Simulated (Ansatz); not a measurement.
# GeOF3 radical: how energies converge with the basis set

One table from this session's results is given with a row withheld; the runs are named, their logs left out.

Method: one geometry, several basis sets; program: Ansatz 0.2.0, Gaussian basis.

Levels to be run: PBE0-D4/def2-SVP; ωB97M-V/def2-SVP; PBE0-D4/def2-QZVPP; ωB97M-V/def2-QZVPP; the functionals' def2-TZVPP values are taken from earlier runs.

## Structure used throughout

The geometry comes from an earlier relaxation with PBE0-D4 in a triple-zeta def2 set; it is a stationary point.

SMILES `[O][Ge]([F])([F])[F]`, 5 atoms, charge 0, spin multiplicity 2.

Atoms are counted from 1 here; the program's logs count them from 0.

Bond lengths: O1–Ge2 1.770 Å, Ge2–F3 1.697 Å, Ge2–F4 1.697 Å, Ge2–F5 1.697 Å. Angles: O1–Ge2–F3 107.1°, O1–Ge2–F4 112.2°, O1–Ge2–F5 111.5°, F3–Ge2–F4 109.3°, F3–Ge2–F5 109.9°, F4–Ge2–F5 106.8°.

Set-up of the first run:

in.yaml reads:

```yaml
crystal:
  periodic: [false, false, false]
  atoms:
    - {symbol: O, position_ang: [-0.574372, 0.094574, 1.657496]}
    - {symbol: Ge, position_ang: [0.003896, -0.010421, -0.012442]}
    - {symbol: F, position_ang: [1.388555, -0.990954, -0.000172]}
    - {symbol: F, position_ang: [-1.154519, -0.688286, -1.051304]}
    - {symbol: F, position_ang: [0.386339, 1.521386, -0.634978]}
basis:
  gaussian: {orbitals: def2-SVP}
magnetization: {spin_polarized: true, initial_magnetization: 1}
hamiltonian: {xc: pbe0, dispersion: d4}
output: {orbitals: {seedname: orbitals}}
```

Started as:

```
$ ansatz run in.yaml --threads 2 --pin off --events-out ev --progress --plain --max-ram 32768MiB --backend cpu
```

Among the steps run: PBE0-D4 in def2-SVP; ωB97M-V in def2-SVP; PBE0-D4 in def2-QZVPP; ωB97M-V in def2-QZVPP.

One table of the session follows, with a row left open; its other results are not shown here.

It belongs to the step «Functionals by basis». 

```
functional       basis  HOMO (eV)  LUMO (eV)
   PBE0-D4    def2-SVP     -10.46      -5.83
   PBE0-D4  def2-TZVPP     -10.61      -5.94
   PBE0-D4  def2-QZVPP     -10.67      -5.97
   ωB97M-V    def2-SVP          ?          ?
   ωB97M-V  def2-TZVPP     -13.11      -3.66
   ωB97M-V  def2-QZVPP     -13.17      -3.72
```

**Question.** Estimate the row for ωB97M-V, def2-SVP.

The run gave: HOMO (eV): -12.92; LUMO (eV): -3.46. In the column «HOMO (eV)» it lies between ωB97M-V, def2-TZVPP (-13.11) and PBE0-D4, def2-QZVPP (-10.67).
